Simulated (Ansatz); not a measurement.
# RPA@PBE/3-21G run of BH (SMILES [BH])

What is the electronic atomisation energy of BH at RPA@PBE/3-21G? 

The calculation is run with Ansatz 0.2.0.

60 further runs of the same task are left out: 60 set aside as unsound or not needed.

## Step 1: The structure to begin with

The species is BH (2 atoms), meant as a singlet with charge 0. SMILES: `[BH]`. Geometry: the measured bond length.

Bond lengths: B1–H2 1.232 Å.

## Step 2: The energy at RPA@PBE/3-21G

Input file molecule.yaml:

```yaml
crystal:
  periodic: [false, false, false]
  atoms:
    - {symbol: B, position_ang: [0.000000, 0.000000, 0.000000]}
    - {symbol: H, position_ang: [0.000000, 0.000000, 1.232400]}
basis:
  gaussian:
    orbitals: 3-21G.json
hamiltonian:
  xc: pbe
correlation:
  method: rpa
  frozen_orbitals: {B: 1, H: 0}
accuracy: high
```

The basis set 3-21G is read from a file made from the Basis Set Exchange's data (not shown).

Started as:

```bash
$ ansatz run molecule.yaml --threads 1 --pin off --max-ram 2610MiB --events-out events.jsonl --progress --plain --runs-dir runs
```

Output:

```text
Warning: RAYON_NUM_THREADS=1 ignored (pool sized by the plan → 1); use --threads N
Functional definition: PBE
  name "PBE"
  parameter kappa = 0.804
  parameter beta = 0.06672455060314922
  exchange = pbe_x(kappa = kappa, mu = beta*pi^2/3)
  correlation = pbe_c(beta = beta)
210 factors; integrals over basis functions are off by at most 2.8e-9 eV
mean field evaluation 1: about -682.4686 eV, gradient 5.7e0 eV
mean field evaluation 2: about -682.4541 eV, gradient 5.8e0 eV
mean field evaluation 4: about -682.5961 eV, gradient 5.2e-1 eV
mean field evaluation 8: about -682.5965 eV, gradient 3.1e-4 eV
mean field evaluation 16: about -682.5965 eV, gradient 1.0e-8 eV
mean field -682.59650405 eV, -25.0849588434 hartree, gradient 1.3e-9 eV, S^2 0.000000; 0 other end points of the search recorded, 0 dependent functions left out; unrestricted orbitals would lower it
1 core orbitals not correlated: weight in the atoms' cores, before any rotation towards them, 1.000 or more for the frozen orbitals, at most 0.000 for the correlated occupied ones
reference -679.55093563 eV, -24.9730362681 hartree; 2, 2 occupied and 8, 8 virtual orbitals, 210 factors
Total energy: -682.49779631 eV, -25.0813314007 hartree
```

Run time: 0.38 s. Hardware: 1 thread of Arm Neoverse V1, shared host.

## Step 3: The B atom at the same level

Input file job.yaml:

```yaml
crystal:
  periodic: [false, false, false]
  atoms:
    - symbol: B
      position_ang: [0.000000, 0.000000, 0.000000]
basis:
  gaussian:
    orbitals: 3-21G.json
magnetization:
  spin_polarized: true
  initial_magnetization: 1
hamiltonian:
  xc: {name: PBE}
correlation:
  method: rpa
  frozen_orbitals: {B: 1}
accuracy: high
```

The basis set 3-21G is read from a file made from the Basis Set Exchange's data (not shown).

Run the same way, it converges to -24.46942 Eh (log not shown).

## Step 4: The H atom, same level

Input file run.yaml:

```yaml
crystal:
  periodic: [false, false, false]
  atoms:
    - {symbol: H, position_ang: [0.000000, 0.000000, 0.000000]}
basis:
  gaussian: {orbitals: 3-21G.json}
total_charge: 0
magnetization: {spin_polarized: true, initial_magnetization: 1}
hamiltonian: {xc: {name: PBE}}
correlation: {method: rpa, frozen_orbitals: {H: 0}}
accuracy: high
```

The basis set 3-21G is read from a file made from the Basis Set Exchange's data (not shown).

Run the same way, it converges to -0.50137 Eh (log not shown).

## Step 5: What came out

At RPA@PBE/3-21G, 1 core orbital frozen:

```
                                  quantity         value
                    molecule: total energy  -25.08133 Eh
molecule: RPA correlation energy (valence)    -108.3 mEh
                      B atom: total energy  -24.46942 Eh
  B atom: RPA correlation energy (valence)     -80.9 mEh
 B atom: ⟨S²⟩ of the reference determinant         0.750
                      H atom: total energy   -0.50137 Eh
            H atom: RPA correlation energy      -5.2 mEh
 H atom: ⟨S²⟩ of the reference determinant         0.750
             electronic atomisation energy      3.008 eV
```

In words: Taking the molecule apart into free atoms costs 3.01 eV (290 kJ/mol), before zero-point energy and without spin-orbit coupling. The basis has no polarisation functions, which makes bonds too weak. The restricted solution (molecule) is unstable to spin breaking: an unrestricted one lies lower.
